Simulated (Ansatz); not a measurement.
# C₂H₇BO₂S: a ladder of functionals and wavefunction methods

The task here is to estimate one member of a computed series from the others.

Computed with Ansatz 0.2.0, Gaussian basis. Level: functionals in def2-TZVPP, the program's frozen cores in correlated methods.

Plan: PBE-D4, r2SCAN-D4, PBE0-D4, B3LYP-D4, ωB97X-V, ωB97M-V, B2PLYP; CCSD(T)/def2-TZVPP; MP2/def2-QZVPP; extrapolation to the limit.

### The geometry

An earlier PBE0-D4 in a triple-zeta def2 set relaxation fixed the geometry.

SMILES `CCSB(O)O`, 13 atoms, charge 0, spin multiplicity 1.

Atoms are counted from 1 here; the program's logs count them from 0.

Bond lengths: C1–C2 1.516 Å, C1–H7 1.091 Å, C1–H8 1.093 Å, C1–H9 1.094 Å, C2–S3 1.816 Å, C2–H10 1.094 Å, C2–H11 1.092 Å, S3–B4 1.822 Å, B4–O5 1.359 Å, B4–O6 1.367 Å, O5–H12 0.961 Å, O6–H13 0.958 Å. Angles: C2–C1–H7 110.5°, C2–C1–H8 111.8°, C2–C1–H9 110.6°, H7–C1–H8 107.2°, H7–C1–H9 108.3°, H8–C1–H9 108.1°, C1–C2–S3 114.0°, C1–C2–H10 112.1°, C1–C2–H11 110.4°, S3–C2–H10 109.4°, S3–C2–H11 104.7°, H10–C2–H11 105.7°, C2–S3–B4 102.8°, S3–B4–O5 115.8°, S3–B4–O6 125.3°, O5–B4–O6 118.9°, B4–O5–H12 111.8°, B4–O6–H13 114.7°.

The first run:

Input file in.yaml:

```yaml
crystal:
  periodic: [false, false, false]
  atoms:
    - {symbol: C, position_ang: [0.785323, 0.585714, -1.499936]}
    - {symbol: C, position_ang: [0.085316, 1.268654, -0.340964]}
    - {symbol: S, position_ang: [0.572914, 0.640470, 1.291805]}
    - {symbol: B, position_ang: [-0.343366, -0.929317, 1.410825]}
    - {symbol: O, position_ang: [-0.109666, -1.666725, 2.528154]}
    - {symbol: O, position_ang: [-1.233843, -1.397089, 0.485292]}
    - {symbol: H, position_ang: [1.867746, 0.686904, -1.406495]}
    - {symbol: H, position_ang: [0.561821, -0.483070, -1.536646]}
    - {symbol: H, position_ang: [0.479345, 1.030684, -2.451357]}
    - {symbol: H, position_ang: [-1.004127, 1.227137, -0.436231]}
    - {symbol: H, position_ang: [0.339573, 2.330016, -0.315773]}
    - {symbol: H, position_ang: [-0.635864, -2.471170, 2.541479]}
    - {symbol: H, position_ang: [-1.365163, -0.822216, -0.270152]}
basis:
  gaussian: {orbitals: def2-TZVPP}
hamiltonian: {xc: pbe, dispersion: d4}
output: {forces: true, orbitals: {seedname: orbitals}}
```

Launch:

```console
> ansatz run in.yaml --threads 2 --pin off --events-out ev --progress --plain --max-ram 32768MiB --backend cuda --devices 0, --max-vram 18GiB
```

Steps of the session up to this table: PBE-D4 (GGA); r2SCAN-D4 (meta-GGA); PBE0-D4 (hybrid); B3LYP-D4 (hybrid); ωB97X-V (range-separated); ωB97M-V (range-separated); B2PLYP (double hybrid); CCSD(T) in def2-TZVPP; MP2 in def2-QZVPP.

One of the session's tables, all rows but one given; the rest of the session is left out.

```
            method  atomisation energy (kcal/mol)
            PBE-D4                         1283.4
         r2SCAN-D4                         1261.9
           PBE0-D4                         1259.3
          B3LYP-D4                         1252.8
           ωB97X-V                         1256.3
           ωB97M-V                         1261.0
            B2PLYP                         1241.8
     HF/def2-TZVPP                          919.8
    MP2/def2-TZVPP                              ?
   CCSD/def2-TZVPP                         1204.0
CCSD(T)/def2-TZVPP                         1223.2
           MP2/CBS                         1282.6
       CCSD(T)/CBS                         1254.8
```

Estimate the missing values for MP2/def2-TZVPP.

**Answer.** atomisation energy (kcal/mol): 1251.0. In the column «atomisation energy (kcal/mol)» it lies between B2PLYP (1241.8) and B3LYP-D4 (1252.8).
